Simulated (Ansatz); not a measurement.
# CH4BI: the cost of one run

Computed with the Python package of Ansatz 0.2.0. Level of theory: PBE/def2-SVP.

**1. The structure**

Bond lengths: C1–B2 1.530 Å, B2–I3 2.184 Å, C1–H4 1.117 Å, C1–H5 1.143 Å, C1–H6 1.082 Å, B2–H7 1.187 Å. Angles: C1–B2–I3 120.6°, C1–B2–H7 120.3°, I3–B2–H7 119.1°, B2–C1–H4 107.8°, B2–C1–H5 112.0°, B2–C1–H6 114.6°, H4–C1–H5 104.5°, H4–C1–H6 109.6°, H5–C1–H6 107.8°.

The script holds or builds the structure itself.

**2. Script**

dimer.py

```python
# -*- coding: utf-8 -*-
'''Binding of a CH4BI dimer at a trial geometry.'''

import ansatz as az

FIRST = [
    ('C', (-0.6223, -0.05, -0.3967)),
    ('B', (0.6468, -0.2495, 0.4337)),
    ('I', (1.8208, 1.468, 1.0975)),
    ('H', (-1.3086, 0.6145, 0.1822)),
    ('H', (-0.4165, 0.5247, -1.3636)),
    ('H', (-1.1387, -0.9642, -0.6584)),
    ('H', (1.0188, -1.3436, 0.7052)),
]
SECOND = [
    ('C', (-3.3918, -2.1292, -2.2591)),
    ('B', (-4.7846, -1.6767, -2.7012)),
    ('I', (-6.5084, -1.9462, -1.388)),
    ('H', (-3.1555, -1.6161, -1.2955)),
    ('H', (-3.3636, -3.2434, -2.0038)),
    ('H', (-2.6052, -1.9337, -2.976)),
    ('H', (-4.9452, -1.1954, -3.7744)),
]

def energy(atoms, ghosts=()):
    molecule = az.Crystal.molecule()
    for symbol, xyz in atoms:
        molecule = molecule.atom(symbol, xyz)
    calc = (
        molecule.calculation()
        .basis(gaussian='def2-SVP')
        .functional('pbe')
    )
    deck = calc.input()
    if ghosts:
        deck = deck.set(az.key.basis.gaussian.ghost_atoms, [{'symbol': s, 'position_ang': list(xyz)} for s, xyz in ghosts])
    return az.Session.from_dict(deck).plan().execute().report['free_energy_ev']

# ghost atoms carry the functions of the partner
both = energy(FIRST + SECOND)
alone = energy(FIRST) + energy(SECOND)
ghosted = energy(FIRST, SECOND) + energy(SECOND, FIRST)
print(f'dimer {both:.6f} eV')
print(f'interaction, uncorrected   {96.485332 * (both - alone):8.3f} kJ/mol')
print(f'interaction, counterpoise  {96.485332 * (both - ghosted):8.3f} kJ/mol')
print(f'basis-set superposition    {96.485332 * (alone - ghosted):8.3f} kJ/mol')
```

**3. The calls as engine input**

The engine receives this input (first run):

```yaml
crystal:
  periodic: [false, false, false]
  atoms:
    - { symbol: C, position_ang: [-0.6223, -0.05, -0.3967] }
    - { symbol: B, position_ang: [0.6468, -0.2495, 0.4337] }
    - { symbol: I, position_ang: [1.8208, 1.468, 1.0975] }
    - { symbol: H, position_ang: [-1.3086, 0.6145, 0.1822] }
    - { symbol: H, position_ang: [-0.4165, 0.5247, -1.3636] }
    - { symbol: H, position_ang: [-1.1387, -0.9642, -0.6584] }
    - { symbol: H, position_ang: [1.0188, -1.3436, 0.7052] }
    - { symbol: C, position_ang: [-3.3918, -2.1292, -2.2591] }
    - { symbol: B, position_ang: [-4.7846, -1.6767, -2.7012] }
    - { symbol: I, position_ang: [-6.5084, -1.9462, -1.388] }
    - { symbol: H, position_ang: [-3.1555, -1.6161, -1.2955] }
    - { symbol: H, position_ang: [-3.3636, -3.2434, -2.0038] }
    - { symbol: H, position_ang: [-2.6052, -1.9337, -2.976] }
    - { symbol: H, position_ang: [-4.9452, -1.1954, -3.7744] }
basis:
  gaussian:
    orbitals: def2-SVP
hamiltonian:
  xc: pbe
```

**4. The run**

Command:

```console
python dimer.py
```

What time and memory should one allow on 1 thread of Arm Neoverse V2, shared host?

About 14 s, with a peak of 0.25 GiB.
